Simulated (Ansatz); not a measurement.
# CH8FNO2Si2: a ladder of functionals

An exercise on one series of results from a longer session: the logs are not shown, and one member is left open.

Program: Ansatz 0.2.0, Gaussian basis. Level of theory: functionals in def2-TZVPP, the program's frozen cores in correlated methods. These are calculated values, not measurements.

Levels to be run: PBE-D4, r2SCAN-D4, PBE0-D4, B3LYP-D4, ωB97X-V, ωB97M-V, B2PLYP; MP2/def2-TZVPP; MP2/def2-QZVPP.

1 further run of the same task is left out (it didn't finish).

### The geometry

All runs share one geometry, relaxed beforehand with PBE0-D4 in a triple-zeta def2 set.

SMILES `CO[SiH2]N[SiH](O)F`, 15 atoms, charge 0, spin multiplicity 1.

Atoms are counted from 1 here; the program's logs count them from 0.

Bond lengths: C1–O2 1.414 Å, C1–H8 1.095 Å, C1–H9 1.095 Å, C1–H10 1.091 Å, O2–Si3 1.656 Å, Si3–N4 1.713 Å, Si3–H11 1.487 Å, Si3–H12 1.486 Å, N4–Si5 1.717 Å, N4–H13 1.010 Å, Si5–O6 1.623 Å, Si5–F7 1.592 Å, Si5–H14 1.475 Å, O6–H15 0.967 Å. Angles: O2–C1–H8 111.5°, O2–C1–H9 110.9°, O2–C1–H10 108.3°, H8–C1–H9 108.9°, H8–C1–H10 108.7°, H9–C1–H10 108.5°, C1–O2–Si3 121.9°, O2–Si3–N4 106.0°, O2–Si3–H11 106.4°, O2–Si3–H12 112.0°, N4–Si3–H11 114.6°, N4–Si3–H12 108.5°, H11–Si3–H12 109.4°, Si3–N4–Si5 128.1°, Si3–N4–H13 115.5°, Si5–N4–H13 116.2°, N4–Si5–O6 108.6°, N4–Si5–F7 111.8° and more.

As a file:

```xyz
15

C     1.2829    2.0292    0.5576
O     0.5889    0.7987    0.6198
Si   -0.9949    0.6624    0.1574
N    -1.3034   -1.0173    0.0203
Si   -0.2840   -2.2309   -0.6390
O     1.2347   -1.6608   -0.6890
F    -0.6976   -2.6059   -2.1302
H     1.1547    2.5131   -0.4166
H     0.9384    2.7126    1.3400
H     2.3442    1.8323    0.7130
H    -1.1284    1.4214   -1.1147
H    -1.9224    1.2314    1.1702
H    -2.1605   -1.3380    0.4476
H    -0.4307   -3.4847    0.1246
H     1.3782   -0.8635   -0.1609
```

Set-up of the first run:

in.yaml reads:

```yaml
crystal:
  periodic: [false, false, false]
  atoms:
    - {symbol: C, position_ang: [1.282877, 2.029166, 0.557609]}
    - {symbol: O, position_ang: [0.588877, 0.798748, 0.619792]}
    - {symbol: Si, position_ang: [-0.994899, 0.662411, 0.157388]}
    - {symbol: N, position_ang: [-1.303450, -1.017321, 0.020336]}
    - {symbol: Si, position_ang: [-0.284034, -2.230930, -0.639048]}
    - {symbol: O, position_ang: [1.234708, -1.660780, -0.688955]}
    - {symbol: F, position_ang: [-0.697579, -2.605934, -2.130227]}
    - {symbol: H, position_ang: [1.154655, 2.513110, -0.416648]}
    - {symbol: H, position_ang: [0.938449, 2.712635, 1.340029]}
    - {symbol: H, position_ang: [2.344232, 1.832310, 0.712981]}
    - {symbol: H, position_ang: [-1.128430, 1.421369, -1.114726]}
    - {symbol: H, position_ang: [-1.922398, 1.231371, 1.170158]}
    - {symbol: H, position_ang: [-2.160549, -1.337962, 0.447641]}
    - {symbol: H, position_ang: [-0.430651, -3.484705, 0.124564]}
    - {symbol: H, position_ang: [1.378191, -0.863497, -0.160885]}
basis:
  gaussian: {orbitals: def2-TZVPP}
hamiltonian: {xc: pbe, dispersion: d4}
output: {forces: true, orbitals: {seedname: orbitals}}
```

Command:

```sh
$ ansatz run in.yaml --threads 2 --pin off --events-out ev --progress --plain --max-ram 32768MiB --backend cuda --devices 0, --max-vram 18GiB
```

Steps of the session up to this table: PBE-D4 (GGA); r2SCAN-D4 (meta-GGA); PBE0-D4 (hybrid); B3LYP-D4 (hybrid); ωB97X-V (range-separated); ωB97M-V (range-separated); B2PLYP (double hybrid).

One table of the session follows, with a row left open; its other results are not shown here.

It belongs to the step «Frontier levels by functional». 

```
functional  HOMO (eV)  LUMO (eV)  gap (eV)
    PBE-D4      -6.80      -0.58      6.22
 r2SCAN-D4      -7.12      -0.12      7.00
   PBE0-D4      -8.23       0.27      8.50
  B3LYP-D4          ?          ?         ?
   ωB97X-V     -10.67       2.24     12.91
   ωB97M-V     -10.56       1.87     12.44
```

Estimate the missing values for B3LYP-D4.

As computed: HOMO (eV): -7.98; LUMO (eV): 0.03; gap (eV): 8.01. In the column «HOMO (eV)» it lies between PBE0-D4 (-8.23) and r2SCAN-D4 (-7.12).
